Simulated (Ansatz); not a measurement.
# BiW: the cost of one run

Computed with Ansatz 0.2.0 (DFT PBE, scalar-relativistic, plane waves, PAW, unless a step's input says otherwise).

## (1) The structure to begin with

Symmetry: Pm-3m, No. 221, cubic system. The conventional cell has a = 3.667 Å, b = 3.667 Å, c = 3.667 Å, α = 90.00°, β = 90.00°, γ = 90.00°. Bi (site symmetry m-3m) is surrounded by 8 W at 3.18 Å. W (site symmetry m-3m) is surrounded by 8 Bi at 3.18 Å.

Coordinates:

```cif
data_structure
_symmetry_space_group_name_H-M 'P 1'
_symmetry_Int_Tables_number 1
_cell_length_a 3.6669
_cell_length_b 3.6669
_cell_length_c 3.6669
_cell_angle_alpha 90.000
_cell_angle_beta 90.000
_cell_angle_gamma 90.000
_cell_volume 49.30
loop_
_atom_site_label
_atom_site_type_symbol
_atom_site_fract_x
_atom_site_fract_y
_atom_site_fract_z
_atom_site_occupancy
Bi1 Bi 0.50000 0.50000 0.50000 1
W1 W 0.00000 0.00000 0.00000 1
```

The cell is invented: species swapped into a database cell of BeRh (Pm-3m, No. 221), with W on the Be sites and Bi on the Rh sites. Lengths come from tabulated atomic sizes and are only a guess.

## (2) A first look at the guess

input.yaml

```yaml
crystal:
  lattice:
    - [3.66687215, 0.0, 0.0]
    - [0.0, 3.66687215, 0.0]
    - [0.0, 0.0, 3.66687215]
  atoms:
    - { symbol: Bi, position: [0.5, 0.5, 0.5] }
    - { symbol: W, position: [0.0, 0.0, 0.0] }
basis:
  ecutwfc: 420
kpoints:
  mp_grid: { grid: [6, 6, 6] }
hamiltonian:
  xc: pbe
scf:
  occupations: { method: gaussian, width: 0.1 }
  lower_state_search: "off"
output:
  forces: true
  stress: true
  eigenvalues: true
```

Command:

```console
ansatz run input.yaml --threads 1 --pin off --max-ram 2560MiB --backend cpu --events-out ev --progress --plain --runs-dir out
```

Q: Estimate wall time and peak memory on 1 thread of Arm Neoverse V1, shared host.

About 1.3 s, with a peak of 0.29 GiB.
